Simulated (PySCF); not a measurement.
# One shape, several levels: CH4BNO2 (SMILES NB(O)C=O)

We compute a comparison of 6 runs (HF/3-21G, HF/6-31G, HF/def2-SVP, HF/def2-TZVP, B3LYP/6-31G*, PBE0/def2-SVP) of CH4BNO2. The job is set up through a Python script.

The calculation is run with PySCF 2.14.0.

### Step 1. The structure to begin with

CH4BNO2 has 9 atoms, charge 0, and is taken as a singlet. SMILES: `NB(O)C=O`. Geometry: relaxed at PBE0-D4/def2-TZVP. This is one conformer, not always the lowest.

Bond lengths: N1–B2 1.394 Å, B2–O3 1.366 Å, B2–C4 1.605 Å, C4–O5 1.211 Å, N1–H6 1.004 Å, N1–H7 1.007 Å, O3–H8 0.959 Å, C4–H9 1.115 Å. Angles: N1–B2–O3 127.1°, N1–B2–C4 116.4°, O3–B2–C4 116.5°, B2–C4–O5 121.9°, B2–N1–H6 126.7°, B2–N1–H7 118.4°, B2–O3–H8 115.3°, B2–C4–H9 119.0°, O5–C4–H9 119.0°, H6–N1–H7 114.8°.

### Step 2. Energy and gradient at HF/3-21G (run 1)

job.py

```python
# NB(O)C=O
from pyscf import gto

mol = gto.M(
    atom='''
N      0.857700     0.125300    -0.929400
B     -0.002000    -0.310300     0.077200
O     -0.163100    -1.589800     0.527000
C     -0.900700     0.815700     0.784900
O     -0.838600     1.980800     0.462200
H      1.485000    -0.442200    -1.470700
H      0.870800     1.106500    -1.157600
H      0.382300    -2.248400     0.091800
H     -1.602800     0.516100     1.597600
''',
    max_memory=1860,
    verbose=4,
    basis='3-21g',
)

myscf = mol.RHF()
myscf.conv_tol = 1e-10
myscf.kernel()
if not myscf.converged:
    myscf = myscf.newton().run(myscf.mo_coeff, myscf.mo_occ)

e_final = myscf.e_tot
print('E = %.10f Eh' % e_final)
grad = myscf.nuc_grad_method().kernel()
myscf.analyze()
```

Launch:

```console
$ OMP_NUM_THREADS=1 python job.py
```

Standard output:

```text
PySCF version 2.14.0

[... 84 lines left out ...]
Two-electron Energy =                  251.081691451672526
[... 12 lines left out ...]
MO #9   energy= -0.840835821807375 occ= 2
[... 10 lines left out ...]
MO #20  energy= 0.126202587280707  occ= 0
[... 10 lines left out ...]
MO #31  energy= 0.803063105605052  occ= 0
[... 10 lines left out ...]
MO #42  energy= 1.61410025197754   occ= 0
[... 10 lines left out ...]
MO #53  energy= 3.58683267957633   occ= 0
[... 65 lines left out ...]
Dipole moment(X, Y, Z, Debye):  2.40190, -2.77111, -1.93821
```

It took 1.2 s on 1 thread of Arm Neoverse V2, shared host; peak memory 0.13 GiB.

### Step 3. Energy and gradient at HF/6-31G (run 2)

start.xyz

```xyz
9

N      0.857700     0.125300    -0.929400
B     -0.002000    -0.310300     0.077200
O     -0.163100    -1.589800     0.527000
C     -0.900700     0.815700     0.784900
O     -0.838600     1.980800     0.462200
H      1.485000    -0.442200    -1.470700
H      0.870800     1.106500    -1.157600
H      0.382300    -2.248400     0.091800
H     -1.602800     0.516100     1.597600
```

calc.py

```python
from pyscf import gto, scf

mol = gto.M(
    atom='start.xyz',
    verbose=3,
    max_memory=1860,
    basis='6-31g',
    spin=0,
    charge=0,
)

mf = scf.RHF(mol)
mf.conv_tol = 1e-10
mf.kernel()
if not mf.converged:
    mf = mf.newton().run(mf.mo_coeff, mf.mo_occ)

e_tot = mf.e_tot
print('E = %.10f Eh' % e_tot)
grad = mf.nuc_grad_method().kernel()
mf.analyze()
```

Launch:

```console
$ OMP_NUM_THREADS=1 python calc.py
```

Standard output:

```text
converged SCF energy = -269.027532491218
[... 17 lines left out ...]
MO #8   energy= -1.17369854928715  occ= 2
[... 8 lines left out ...]
MO #17  energy= -0.511044319764685 occ= 2
[... 8 lines left out ...]
MO #26  energy= 0.383333884130652  occ= 0
[... 8 lines left out ...]
MO #35  energy= 0.925847650342007  occ= 0
[... 8 lines left out ...]
MO #44  energy= 1.27902767948997   occ= 0
[... 8 lines left out ...]
MO #53  energy= 2.20250830900505   occ= 0
[... 10 lines left out ...]
Dipole moment(X, Y, Z, Debye):  2.37668, -2.94125, -1.87351
```

It took 2.5 s on 1 thread of Arm Neoverse V2, shared host; peak memory 0.13 GiB.

### Step 4. Energy and gradient at HF/def2-SVP (run 3)

job.py

```python
from pyscf import gto, scf

mol = gto.M(
    atom=[
    ('N', (0.857700, 0.125300, -0.929400)),
    ('B', (-0.002000, -0.310300, 0.077200)),
    ('O', (-0.163100, -1.589800, 0.527000)),
    ('C', (-0.900700, 0.815700, 0.784900)),
    ('O', (-0.838600, 1.980800, 0.462200)),
    ('H', (1.485000, -0.442200, -1.470700)),
    ('H', (0.870800, 1.106500, -1.157600)),
    ('H', (0.382300, -2.248400, 0.091800)),
    ('H', (-1.602800, 0.516100, 1.597600)),
],
    max_memory=1860,
    basis='def2-svp',
    verbose=4,
)

mf = scf.RHF(mol)
mf.conv_tol = 1e-10
mf.kernel()
if not mf.converged:
    mf = mf.newton().run(mf.mo_coeff, mf.mo_occ)

e_tot = mf.e_tot
print('Final energy', e_tot)
grad = mf.nuc_grad_method().kernel()
mf.analyze()
```

Launch:

```console
$ OMP_NUM_THREADS=1 python job.py
```

Standard output:

```text
PySCF version 2.14.0

[... 93 lines left out ...]
MO #5   energy= -7.63132105769899  occ= 2
[... 16 lines left out ...]
MO #22  energy= 0.212307511267505  occ= 0
[... 16 lines left out ...]
MO #39  energy= 0.944335035166491  occ= 0
[... 16 lines left out ...]
MO #56  energy= 1.59834623188533   occ= 0
[... 16 lines left out ...]
MO #73  energy= 2.64763294720244   occ= 0
[... 16 lines left out ...]
MO #90  energy= 4.16117783797884   occ= 0
[... 102 lines left out ...]
Dipole moment(X, Y, Z, Debye):  2.15291, -2.86751, -1.65278
```

Run time: 4.8 s. Hardware: 1 thread of Arm Neoverse V2, shared host; peak memory 0.18 GiB.

Runs 4 to 5 aren't shown in full; the table further down has their settings and results.

### Step 5. Energy and gradient at PBE0/def2-SVP (run 6)

calc.py

```python
# NB(O)C=O
from pyscf import gto, dft

mol = gto.M(
    atom='''
N      0.857700     0.125300    -0.929400
B     -0.002000    -0.310300     0.077200
O     -0.163100    -1.589800     0.527000
C     -0.900700     0.815700     0.784900
O     -0.838600     1.980800     0.462200
H      1.485000    -0.442200    -1.470700
H      0.870800     1.106500    -1.157600
H      0.382300    -2.248400     0.091800
H     -1.602800     0.516100     1.597600
''',
    basis='def2-svp',
    verbose=4,
    max_memory=1860,
    spin=0,
)

mf = dft.RKS(mol, xc='pbe0')
mf.conv_tol = 1e-10
mf.grids.level = 5
mf.kernel()
if not mf.converged:
    mf = mf.newton().run(mf.mo_coeff, mf.mo_occ)

e_final = mf.e_tot
print('Final energy', e_final)
grad = mf.nuc_grad_method().kernel()
mf.analyze()
```

Launch:

```console
$ OMP_NUM_THREADS=1 python calc.py
```

Standard output:

```text
PySCF version 2.14.0

[... 105 lines left out ...]
MO #5   energy= -6.80336578251455  occ= 2
[... 16 lines left out ...]
MO #22  energy= 0.0942863598287049 occ= 0
[... 16 lines left out ...]
MO #39  energy= 0.724866963752355  occ= 0
[... 16 lines left out ...]
MO #56  energy= 1.3488455846213    occ= 0
[... 16 lines left out ...]
MO #73  energy= 2.32642632466676   occ= 0
[... 16 lines left out ...]
MO #90  energy= 3.77160505499226   occ= 0
[... 102 lines left out ...]
Dipole moment(X, Y, Z, Debye):  2.21372, -2.53860, -1.79008
```

Run time: 26 s. Hardware: 1 thread of Arm Neoverse V2, shared host; peak memory 0.91 GiB.

### Step 6. Overview of the runs

```
run                               level  Cartesian functions  integration grid  energy (Eh)  dipole moment (D)  HOMO energy (eV)  LUMO energy (eV)  wall time
  1                            HF/3-21G                   no                 –  -267.650944               4.15            -10.45              3.43      1.2 s
  2                            HF/6-31G                   no                 –  -269.027532               4.22            -10.85              2.87      2.5 s
  3                         HF/def2-SVP                   no                 –  -268.939949               3.95            -10.83              3.00      4.8 s
  4                        HF/def2-TZVP                   no                 –  -269.258631               3.83            -10.96              2.59       43 s
  5  B3LYP/6-31G* (Cartesian functions)                  yes                 5  -270.634070               3.81             -6.24             -1.17       26 s
  6                       PBE0/def2-SVP                   no                 5  -270.138435               3.81             -6.63             -1.13       26 s
```

### Step 7. Outcome

| quantity | value |
| --- | --- |
| run 6: total energy | -270.13843 Eh |
| run 6: dipole moment | 3.81 D |
| run 6: HOMO energy | -6.63 eV |
| run 6: LUMO energy | -1.13 eV |
| run 6: HOMO–LUMO gap | 5.51 eV |
| run 6: largest force on an atom | 0.324 eV/Å |

The dipole moment (its size) runs from 3.81 D (B3LYP/6-31G*) to 4.22 D (HF/6-31G). The two ends differ in method and basis. The HOMO–LUMO gap runs from 5.07 eV (B3LYP/6-31G*) to 13.88 eV (HF/3-21G). Totals of different functionals can't be ranked against each other. All runs together took 1.7 min, the longest 43 s.
